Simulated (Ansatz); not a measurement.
**SiN₂H₆ + HF: a complex and its separated parts**

The complex below is one end of an elementary step. How strongly is it bound against its free parts?

Method: PBE0-D4/def2-TZVP structures, single points in def2-TZVPP, no counterpoise correction; program: Ansatz 0.2.0, Gaussian basis.

Levels: SPW92, PBE-D4, BLYP-D4, r2SCAN-D4, B97M-V, PBE0-D4, B3LYP-D4, r2SCAN0-D4, BHLYP-D4, CAM-B3LYP-D4, wB97X-V, wB97M-V, B2PLYP, PBE-QIDH, RPA on PBE, Hartree-Fock, MP2, CCSD, CCSD(T).

Correlated methods freeze the cores. B3LYP uses VWN-RPA correlation. B2PLYP carries no dispersion term here.

### 1 Where the work starts

The complex: 11 atoms, charge 0, spin multiplicity 1.

Atoms are counted from 1 here; the program's logs count them from 0.

Bond lengths: Si1–H3 1.488 Å, Si1–H4 1.488 Å, Si1–N5 1.698 Å, Si1–N7 1.753 Å, F2–H6 0.963 Å, N5–H8 1.005 Å, N5–H9 1.009 Å, N7–H10 1.012 Å, N7–H11 1.012 Å. Angles: H3–Si1–H4 108.8°, H3–Si1–N5 106.5°, H3–Si1–N7 114.9°, H4–Si1–N5 118.2°, H4–Si1–N7 102.7°, N5–Si1–N7 106.0°, Si1–N5–H8 122.2°, Si1–N5–H9 120.4°, H8–N5–H9 113.3°, Si1–N7–H10 116.1°, Si1–N7–H11 116.2°, H10–N7–H11 109.4°.

Coordinates:

```xyz
11

Si   -0.2828   -0.5820   -0.7001
F     1.5130    0.8187    1.7067
H    -1.4383   -0.8236   -1.6055
H     0.5839   -1.7919   -0.6938
N     0.4050    0.8954   -1.1781
H     0.6825    0.3568    1.5491
N    -0.6973   -0.3961    0.9934
H     0.3398    1.2353   -2.1214
H     1.1807    1.2870   -0.6654
H    -0.8401   -1.2518    1.5138
H    -1.4465    0.2521    1.2012
```

Its parts: SiN₂H₆ holds atoms 1, 3, 4, 5, 7, 8, 9, 10, 11; HF holds atoms 2, 6. Each part counts its atoms afresh in its own runs.

### 2 Relaxing SiN₂H₆ alone

Input file relax-a/in.yaml:

```yaml
crystal:
  periodic: [false, false, false]
  atoms:
    - {symbol: Si, position_ang: [-0.282779, -0.581963, -0.700133]}
    - {symbol: H, position_ang: [-1.438294, -0.823650, -1.605535]}
    - {symbol: H, position_ang: [0.583943, -1.791862, -0.693754]}
    - {symbol: N, position_ang: [0.405009, 0.895409, -1.178122]}
    - {symbol: N, position_ang: [-0.697280, -0.396080, 0.993426]}
    - {symbol: H, position_ang: [0.339845, 1.235346, -2.121405]}
    - {symbol: H, position_ang: [1.180706, 1.286993, -0.665353]}
    - {symbol: H, position_ang: [-0.840073, -1.251786, 1.513778]}
    - {symbol: H, position_ang: [-1.446470, 0.252073, 1.201173]}
basis:
  gaussian: {orbitals: def2-TZVP}
hamiltonian: {xc: pbe0, dispersion: d4}
relax: {f_tol: 0.005, max_steps: 200}
```

The command line of these runs was not kept.

Further steps of the session: Relaxing HF alone; wB97M-V/def2-TZVPP; CCSD(T)/def2-TZVPP; Vibrations of SiN₂H₆; Vibrations of HF.

Before running it: what results should come out? Wanted: complex less parts, CCSD(T)/def2-TZVPP; with zero-point energy; largest T1 diagnostic.

As calculated:

| quantity | value |
| --- | --- |
| complex less parts, CCSD(T)/def2-TZVPP | -0.499 eV |
| with zero-point energy | -0.379 eV |
| largest T1 diagnostic | 0.010 |

**Reading.** At CCSD(T) the complex lies 0.499 eV below its parts. The functionals run from B2PLYP, off by -0.008 eV, to SPW92, off by -0.340 eV, against CCSD(T). By rung, the mean size of the error is: LDA 0.340, GGA 0.111, meta-GGA 0.055, hybrid 0.059, range-separated hybrid 0.059, double hybrid 0.015 eV. PBE-D4 gives a relative energy 0.130 eV too low, outside chemical accuracy (1 kcal/mol, 0.043 eV). No counterpoise was applied, and triple zeta lacks some correlation, so the CCSD(T) reference has a basis error of its own, and close matches with it are partly luck.
